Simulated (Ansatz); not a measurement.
# C₇H₁₈AgOP: basis-set convergence

Aim: see how fast density functionals converge with the basis set for C₇H₁₈AgOP.

Program: Ansatz 0.2.0, Gaussian basis. Level of theory: one geometry, several basis sets. These are calculated values, not measurements.

Plan: PBE0-D4/def2-SVP; ωB97M-V/def2-SVP; PBE0-D4/def2-QZVPP; ωB97M-V/def2-QZVPP; the functionals' def2-TZVPP values are taken from earlier runs.

### Step 1. The geometry

An earlier PBE0-D4 in a triple-zeta def2 set relaxation fixed the geometry. Ag takes the def2 core potential; no spin-orbit term is included.

SMILES `CC[P+](CC)(CC)[Ag-][O]C`, 28 atoms, charge 0, spin multiplicity 1.

Atoms are counted from 1 here; the program's logs count them from 0.

Bond lengths: C1–C2 1.521 Å, C1–H11 1.092 Å, C1–H12 1.092 Å, C1–H13 1.092 Å, C2–P3 1.830 Å, C2–H14 1.094 Å, C2–H15 1.094 Å, P3–C4 1.830 Å, P3–C6 1.832 Å, P3–Ag8 2.297 Å, C4–C5 1.521 Å, C4–H16 1.093 Å, C4–H17 1.095 Å, C5–H18 1.093 Å, C5–H19 1.092 Å, C5–H20 1.092 Å, C6–C7 1.520 Å, C6–H21 1.094 Å and more. Angles: C2–C1–H11 110.6°, C2–C1–H12 111.7°, C2–C1–H13 111.1°, H11–C1–H12 107.5°, H11–C1–H13 108.1°, H12–C1–H13 107.8°, C1–C2–P3 112.8°, C1–C2–H14 110.2°, C1–C2–H15 110.9°, P3–C2–H14 106.2°, P3–C2–H15 109.3°, H14–C2–H15 107.2°, C2–P3–C4 103.6°, C2–P3–C6 104.3°, C2–P3–Ag8 115.0°, C4–P3–C6 104.9°, C4–P3–Ag8 114.4°, C6–P3–Ag8 113.4° and more.

### Step 2. PBE0-D4 in def2-SVP

in.yaml

```yaml
crystal:
  periodic: [false, false, false]
  atoms:
    - {symbol: C, position_ang: [-1.312510, -1.809451, -1.999277]}
    - {symbol: C, position_ang: [-0.893562, -0.349607, -1.910563]}
    - {symbol: P, position_ang: [-0.222796, 0.095929, -0.267499]}
    - {symbol: C, position_ang: [-1.706108, 0.155448, 0.802289]}
    - {symbol: C, position_ang: [-1.396975, 0.636999, 2.211063]}
    - {symbol: C, position_ang: [0.297412, 1.843222, -0.448356]}
    - {symbol: C, position_ang: [-0.768278, 2.837198, -0.879858]}
    - {symbol: Ag, position_ang: [1.447743, -1.279405, 0.502858]}
    - {symbol: O, position_ang: [2.814447, -2.570883, 1.166183]}
    - {symbol: C, position_ang: [4.105734, -2.226307, 1.519715]}
    - {symbol: H, position_ang: [-1.658380, -2.049231, -3.006720]}
    - {symbol: H, position_ang: [-2.127695, -2.038933, -1.309730]}
    - {symbol: H, position_ang: [-0.477782, -2.472427, -1.760821]}
    - {symbol: H, position_ang: [-0.098537, -0.139804, -2.632850]}
    - {symbol: H, position_ang: [-1.731548, 0.311963, -2.150190]}
    - {symbol: H, position_ang: [-2.102419, -0.863226, 0.831413]}
    - {symbol: H, position_ang: [-2.468049, 0.780550, 0.326053]}
    - {symbol: H, position_ang: [-0.623963, 0.020077, 2.675255]}
    - {symbol: H, position_ang: [-1.045310, 1.671226, 2.216412]}
    - {symbol: H, position_ang: [-2.288629, 0.589672, 2.839183]}
    - {symbol: H, position_ang: [0.735235, 2.131383, 0.511487]}
    - {symbol: H, position_ang: [1.131131, 1.828126, -1.157135]}
    - {symbol: H, position_ang: [-1.587433, 2.891731, -0.159926]}
    - {symbol: H, position_ang: [-1.193026, 2.582915, -1.852796]}
    - {symbol: H, position_ang: [-0.340909, 3.838934, -0.962324]}
    - {symbol: H, position_ang: [4.656035, -3.121395, 1.854717]}
    - {symbol: H, position_ang: [4.694649, -1.794336, 0.690009]}
    - {symbol: H, position_ang: [4.161505, -1.500358, 2.351426]}
basis:
  gaussian: {orbitals: def2-SVP}
hamiltonian: {xc: pbe0, dispersion: d4}
output: {orbitals: {seedname: orbitals}}
```

Command:

```sh
> ansatz run in.yaml --threads 11 --pin off --events-out ev --progress --plain --max-ram 110592MiB --backend cpu
```

Further steps of the session: ωB97M-V in def2-SVP; PBE0-D4 in def2-QZVPP; ωB97M-V in def2-QZVPP.

Q: Predict the results of all the runs planned. Wanted: PBE0-D4: double and triple zeta above quadruple; ωB97M-V: double and triple zeta above quadruple.

The runs gave:

```
                                       quantity           value
PBE0-D4: double and triple zeta above quadruple  15.93, 0.94 eV
ωB97M-V: double and triple zeta above quadruple  16.58, 0.91 eV
```

PBE0-D4 gains 14.99 eV from double to triple zeta, then 0.94 eV more. Total energies overstate the basis error of differences, where much of it tends to cancel. The LUMO of ωB97M-V is positive and keeps falling with the basis (1.38 to 0.66 eV): an unbound level that the basis holds in place.
